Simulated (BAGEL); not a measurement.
# GeH3Br (GeBrH3): HF/def2-TZVP (density fitting with qzvpp-jkfit)

What is the vertical ionisation energy of GeH3Br (GeBrH3) at HF/def2-TZVP (density fitting with qzvpp-jkfit)? 

Program for the calculation: BAGEL 1.2.2.

20 further runs of the same task are left out: 5 that didn't finish, 15 set aside as unsound or not needed.

## 1. The structure to begin with

GeH3Br has 5 atoms, charge 0, and is taken as a singlet. SMILES: `[H][Ge]([H])([H])[Br]`. Geometry: a GFN2-xTB relaxation, a rough one for these elements and not checked as a minimum.

Bond lengths: Ge1–Br2 2.258 Å, Ge1–H3 1.499 Å, Ge1–H4 1.499 Å, Ge1–H5 1.499 Å. Angles: Br2–Ge1–H3 107.3°, Br2–Ge1–H4 107.3°, Br2–Ge1–H5 107.2°, H3–Ge1–H4 111.6°, H3–Ge1–H5 111.6°, H4–Ge1–H5 111.6°.

## 2. A single-point energy at HF/def2-TZVP (density fitting with qzvpp-jkfit)

job.json reads:

```json
{ "bagel": [

{
  "title": "molecule",
  "basis": "def2-tzvp.json",
  "df_basis": "qzvpp-jkfit",
  "angstrom": "true",
  "geometry": [
    { "atom": "Ge", "xyz": [   -0.000710,    0.002030,   -0.184820 ] },
    { "atom": "Br", "xyz": [    0.012120,   -0.020250,    2.073140 ] },
    { "atom": "H", "xyz": [    1.427480,    0.010840,   -0.638550 ] },
    { "atom": "H", "xyz": [   -0.723430,    1.242790,   -0.613540 ] },
    { "atom": "H", "xyz": [   -0.715460,   -1.235420,   -0.636230 ] }
  ]
},
{
  "title": "hf",
  "charge": 0
},
{
  "title": "print",
  "file": "orbitals.molden",
  "orbitals": "true"
}

]}
```

The basis set def2-TZVP is read from a file made from the Basis Set Exchange's data (not shown).

Started as:

```console
$ BAGEL_NUM_THREADS=1 BAGEL job.json > job.out
```

What it wrote:

```text
* using 1 threads per process

  ===============================================================
  ===============================================================

  *** Geometry ***

  { "atom" : "Ge", "xyz" : [     -0.001342,      0.003836,     -0.349259 ] },
  { "atom" : "Br", "xyz" : [      0.022903,     -0.038267,      3.917667 ] },
  { "atom" : "H", "xyz" : [      2.697546,      0.020485,     -1.206685 ] },
  { "atom" : "H", "xyz" : [     -1.367085,      2.348533,     -1.159423 ] },
  { "atom" : "H", "xyz" : [     -1.352023,     -2.334605,     -1.202300 ] },

  Number of auxiliary basis functions:      586

  Since a DF basis is specified, we compute 2- and 3-index integrals:
    o Being stored without compression. Storage requirement is 0.061 GB

  Number of basis functions:      114
  Number of electrons      :       70

    * METHOD: MOLECULE                             0.96

  *** RHF ***

  === Nuclear Repulsion ===
   315.1753964763

      * DIIS with orbital gradients will be used.

  === RHF iteration (def2-tzvp.json) ===
      0      -4649.52599916          0.00695839           0.34
      1      -4649.56087722          0.00274092           0.26
      2      -4649.56526750          0.00099347           0.25
      3      -4649.56589993          0.00021905           0.27
      4      -4649.56592939          0.00005550           0.25
      5      -4649.56593153          0.00001500           0.28
      6      -4649.56593172          0.00000533           0.28
      7      -4649.56593175          0.00000149           0.27
      8      -4649.56593175          0.00000046           0.26
      9      -4649.56593175          0.00000021           0.30
     10      -4649.56593175          0.00000007           0.30
     11      -4649.56593175          0.00000002           0.32
     12      -4649.56593175          0.00000001           0.30
    * SCF iteration converged.

    * Permanent dipole moment:
           (    0.003726,    -0.007936,     0.767126) a.u.

    * METHOD: HF                                   4.68

    * METHOD: PRINT                                0.07

  ===============================================================
```

It took 6.6 s on 1 thread of AMD EPYC 7R43 (Zen 3), shared host; peak memory 0.2 GiB.

## 3. The doublet cation at the same level

job.json reads:

```json
{ "bagel" : [

{
  "title" : "molecule",
  "basis" : "def2-tzvp.json",
  "df_basis" : "qzvpp-jkfit",
  "angstrom" : "true",
  "geometry" : [
    { "atom" : "Ge", "xyz" : [      -0.000710,       0.002030,      -0.184820 ] },
    { "atom" : "Br", "xyz" : [       0.012120,      -0.020250,       2.073140 ] },
    { "atom" : "H", "xyz" : [       1.427480,       0.010840,      -0.638550 ] },
    { "atom" : "H", "xyz" : [      -0.723430,       1.242790,      -0.613540 ] },
    { "atom" : "H", "xyz" : [      -0.715460,      -1.235420,      -0.636230 ] }
  ]
},

{
  "title" : "uhf",
  "charge" : 1,
  "nopen" : 1
},

{
  "title" : "print",
  "file" : "orbitals.molden",
  "orbitals" : "true"
}

]}
```

The basis set def2-TZVP is read from a file made from the Basis Set Exchange's data (not shown).

Started as:

```console
$ BAGEL_NUM_THREADS=1 BAGEL job.json > job.out
```

What it wrote:

```text
* using 1 threads per process

  ===============================================================
  ===============================================================

  *** Geometry ***

  { "atom" : "Ge", "xyz" : [     -0.001342,      0.003836,     -0.349259 ] },
  { "atom" : "Br", "xyz" : [      0.022903,     -0.038267,      3.917667 ] },
  { "atom" : "H", "xyz" : [      2.697546,      0.020485,     -1.206685 ] },
  { "atom" : "H", "xyz" : [     -1.367085,      2.348533,     -1.159423 ] },
  { "atom" : "H", "xyz" : [     -1.352023,     -2.334605,     -1.202300 ] },

  Number of auxiliary basis functions:      586

  Since a DF basis is specified, we compute 2- and 3-index integrals:
    o Being stored without compression. Storage requirement is 0.061 GB

  Number of basis functions:      114
  Number of electrons      :       70

    * METHOD: MOLECULE                             1.20

  *** Open-shell HF ***

  === Nuclear Repulsion ===
   315.1753964763

      * DIIS with orbital gradients will be used.

  === UHF iteration (def2-tzvp.json) ===
      0      -4649.08807812          0.01685265           0.72
      1      -4649.16564085          0.00827912           0.73
      2      -4649.18466943          0.00447675           0.59
      3      -4649.19224596          0.00238294           0.57
      4      -4649.19839150          0.00137741           0.53
      5      -4649.20135059          0.00052313           0.64
      6      -4649.20169696          0.00023930           0.50
      7      -4649.20184431          0.00009712           0.52
      8      -4649.20188785          0.00002829           0.52
      9      -4649.20191332          0.00001738           0.58
     10      -4649.20192115          0.00001283           0.56
     11      -4649.20192479          0.00000826           0.72
     12      -4649.20192496          0.00000554           0.66
     13      -4649.20192510          0.00000420           0.70
     14      -4649.20192520          0.00000222           0.51
     15      -4649.20192521          0.00000092           0.66
     16      -4649.20192522          0.00000064           0.71
     17      -4649.20192522          0.00000048           0.59
     18      -4649.20192522          0.00000037           0.56
     19      -4649.20192522          0.00000027           0.66
     20      -4649.20192522          0.00000025           0.54
     21      -4649.20192522          0.00000024           0.54
     22      -4649.20192522          0.00000023           0.59
     23      -4649.20192522          0.00000023           0.64
     24      -4649.20192522          0.00000023           0.55
     25      -4649.20192522          0.00000023           0.64
     26      -4649.20192522          0.00000022           0.54
     27      -4649.20192522          0.00000022           0.62
     28      -4649.20192522          0.00000022           0.68
     29      -4649.20192522          0.00000022           0.67
     30      -4649.20192522          0.00000022           0.71
     31      -4649.20192522          0.00000022           0.67
     32      -4649.20192522          0.00000022           0.70
     33      -4649.20192522          0.00000022           0.57
     34      -4649.20192523          0.00000022           0.79
     35      -4649.20192526          0.00000023           0.58
     36      -4649.20192526          0.00000023           0.54
     37      -4649.20192526          0.00000023           0.55
     38      -4649.20192526          0.00000024           0.60
     39      -4649.20192531          0.00000033           0.60
     40      -4649.20192531          0.00000022           0.54
     41      -4649.20192533          0.00000023           0.63
     42      -4649.20192535          0.00000114           0.70
     43      -4649.20192555          0.00000425           0.71
     44      -4649.20192558          0.00000545           0.64
     45      -4649.20192557          0.00000350           0.67
     46      -4649.20192558          0.00000316           0.63
     47      -4649.20192549          0.00000123           0.62
     48      -4649.20192552          0.00000034           0.64
     49      -4649.20192555          0.00000027           0.62
     50      -4649.20192569          0.00000188           0.62
     51      -4649.20192568          0.00000153           0.63
     52      -4649.20192569          0.00000055           0.75
     53      -4649.20192582          0.00000124           0.78
     54      -4649.20192586          0.00000164           0.69
     55      -4649.20192587          0.00001083           0.73
     56      -4649.20192567          0.00001791           0.61
     57      -4649.20192553          0.00002146           0.57
     58      -4649.20192587          0.00000092           0.66
     59      -4649.20192591          0.00000017           0.75
     60      -4649.20192593          0.00000052           0.67
     61      -4649.20192595          0.00000016           0.54
     62      -4649.20192595          0.00000021           0.55
     63      -4649.20192596          0.00000019           0.60
     64      -4649.20192597          0.00000023           0.52
     65      -4649.20192599          0.00000028           0.64
     66      -4649.20192603          0.00000042           0.70
     67      -4649.20192604          0.00000050           0.71
     68      -4649.20192609          0.00000089           0.72
     69      -4649.20192603          0.00000181           0.57
     70      -4649.20192610          0.00000011           0.63
     71      -4649.20192613          0.00000405           0.61
     72      -4649.20192612          0.00000564           0.61
     73      -4649.20192613          0.00000074           0.54
     74      -4649.20192609          0.00000816           0.61
     75      -4649.20192615          0.00000234           0.66
     76      -4649.20192616          0.00000062           0.68
     77      -4649.20192617          0.00000056           0.69
     78      -4649.20192617          0.00000120           0.74
     79      -4649.20192618          0.00000028           0.72
     80      -4649.20192618          0.00000002           0.72
     81      -4649.20192618          0.00000004           0.78
     82      -4649.20192618          0.00000017           0.68
     83      -4649.20192618          0.00000001           0.64
    * SCF iteration converged.

    * S^2 (UHF) is 0.7607

    * Permanent dipole moment:
           (    0.021661,     0.023967,    -0.123692) a.u.

    * METHOD: UHF                                 54.36

    * METHOD: PRINT                                0.11

  ===============================================================
```

It took 57 s on 1 thread of AMD EPYC 7R43 (Zen 3), shared host; peak memory 0.2 GiB.

## 4. What came out

Level: HF/def2-TZVP (density fitting with qzvpp-jkfit).

| quantity | value |
| --- | --- |
| singlet GeH3Br: total energy | -4649.56593 Eh |
| singlet GeH3Br: dipole moment | 1.95 D |
| singlet GeH3Br: HOMO energy | -11.24 eV |
| singlet GeH3Br: LUMO energy | 2.99 eV |
| singlet GeH3Br: HOMO–LUMO gap | 14.23 eV |
| doublet cation: total energy | -4649.20193 Eh |
| doublet cation: ⟨S²⟩ | 0.761 |
| vertical ionisation energy (to the doublet cation) | 9.905 eV |

**Reading.** The vertical ionisation energy comes to 9.91 eV (956 kJ/mol). The negative HOMO energy of the first species, 11.24 eV, lies 1.34 eV above that difference.
